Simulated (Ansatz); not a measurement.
Working through a rigid torsion scan of ClFH4OSi2, SMILES O[SiH](F)[SiH2]Cl

Computed with the Python package of Ansatz (0.2.0).

At the Python prompt:
```pycon
>>> import ansatz as az
>>> from ase import Atoms
>>> BASIS = "cc-pVDZ"
>>> XC = "R2SCAN0"
>>> FORCE_TOL = 0.02
>>> atoms = Atoms(["O", "Si", "F", "Si", "Cl", "H", "H", "H", "H"], positions=[
...     (1.1829, 1.6387, -0.0648),
...     (0.8752, 0.0758, -0.4292),
...     (0.6572, 0.0094, -2.034),
...     (-0.899, -0.7813, 0.6625),
...     (-2.6562, 0.3034, 0.2441),
...     (0.8187, 2.3145, -0.7598),
...     (2.129, -0.679, -0.0632),
...     (-1.2241, -2.1748, 0.2393),
...     (-0.795, -0.7529, 2.188),
... ])
>>> first = (
...     az.Crystal.molecule_from_ase(atoms).calculation()
...     .basis(gaussian=BASIS)
...     .functional(XC)
...     .relax(force_tolerance=FORCE_TOL, max_steps=80)
... )
>>> atoms.positions = first.run().report["positions_ang"]
>>> start = atoms.get_dihedral(0, 1, 3, 4)
>>> energies = {}
>>> for turn in range(0, 360, 40):
...     turned = atoms.copy()
...     turned.set_dihedral(0, 1, 3, 4, start + turn, indices=[3, 4, 7, 8])
...     setup = az.Crystal.molecule_from_ase(turned).calculation().basis(gaussian=BASIS).functional(XC)
...     energies[round((start + turn) % 360)] = setup.run().report["free_energy_ev"]
...
>>> floor = min(energies.values())
>>> print("dihedral O0-Si1-Si3-Cl4 (deg)   E - E(min) (kJ/mol)")
dihedral O0-Si1-Si3-Cl4 (deg)   E - E(min) (kJ/mol)
>>> for angle, e in sorted(energies.items()):
...     print(f"{angle:8d} {96.485332 * (e - floor):14.3f}  " + "#" * int(30 * (e - floor) / max(max(energies.values()) - floor, 1e-9)))
...
      33          0.000
      73          6.187  ##############
     113         13.085  ##############################
     153         11.691  ##########################
     193         11.089  #########################
     233         12.717  #############################
     273          8.216  ##################
     313          6.495  ##############
     353          4.548  ##########
```

The scan is rigid and the energies are electronic, in a modest basis. With rigid groups the curve can differ much from the relaxed path, the start wasn't checked as a minimum of this torsion, and equivalent turns needn't return to the same energy. Finished in 5 min on 1 thread of Arm Neoverse V1 (shared host), peak memory 0.32 GiB.
